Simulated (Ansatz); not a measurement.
# HfF+ (triplet): the correlation ladder, def2-TZVPP

An exercise on one series of results from a longer session: the logs are not shown, and one member is left open.

Computed with Ansatz 0.2.0, Gaussian basis. Level: def2-TZVPP, core rule «outside noble gas», up to 5 orbitals frozen.

Plan: UHF; ROHF; CCSD(T) on UHF.

## What is computed

The geometry is a PBE0/def2-TZVP stationary point (not a proven minimum) of the parent state, kept for this charge and spin. No spin-orbit coupling is included. Elements past krypton take def2 core potentials.

2 atoms, charge 1, spin multiplicity 3.

Atoms are counted from 1 here; the program's logs count them from 0.

Bond lengths: Hf1–F2 1.894 Å.

Set-up of the first run:

File in.yaml:

```yaml
crystal:
  periodic: [false, false, false]
  atoms:
    - {symbol: Hf, position_ang: [0.000000, 0.000000, 0.000000]}
    - {symbol: F, position_ang: [0.000000, 0.000000, 1.893800]}
basis:
  gaussian: {orbitals: def2-TZVPP}
total_charge: 1
magnetization: {spin_polarized: true, initial_magnetization: 2}
hamiltonian: {xc: hf}
output: {orbitals: {seedname: orbitals}}
```

On the command line:

```sh
> ansatz run in.yaml --threads 1 --pin off --events-out ev --progress --plain --max-ram 3968MiB --backend cpu
```

Among the steps run: UHF; ROHF; CCSD(T) on UHF.

One of the session's tables, all rows but one given; the rest of the session is left out.

It belongs to the step «Misses and costs». 

| method | from UCCSD(T) (kcal/mol) |
| --- | --- |
| ROHF | +193.44 |
| UHF | +191.33 |
| UMP2 | ? |
| UCCSD | +6.84 |
| UCCSD(T) | 0 |

**Question.** Estimate the row for UMP2.

**Answer.** from UCCSD(T) (kcal/mol): +5.40. In the column «from UCCSD(T) (kcal/mol)» it lies between UCCSD(T) (0) and UCCSD (+6.84).
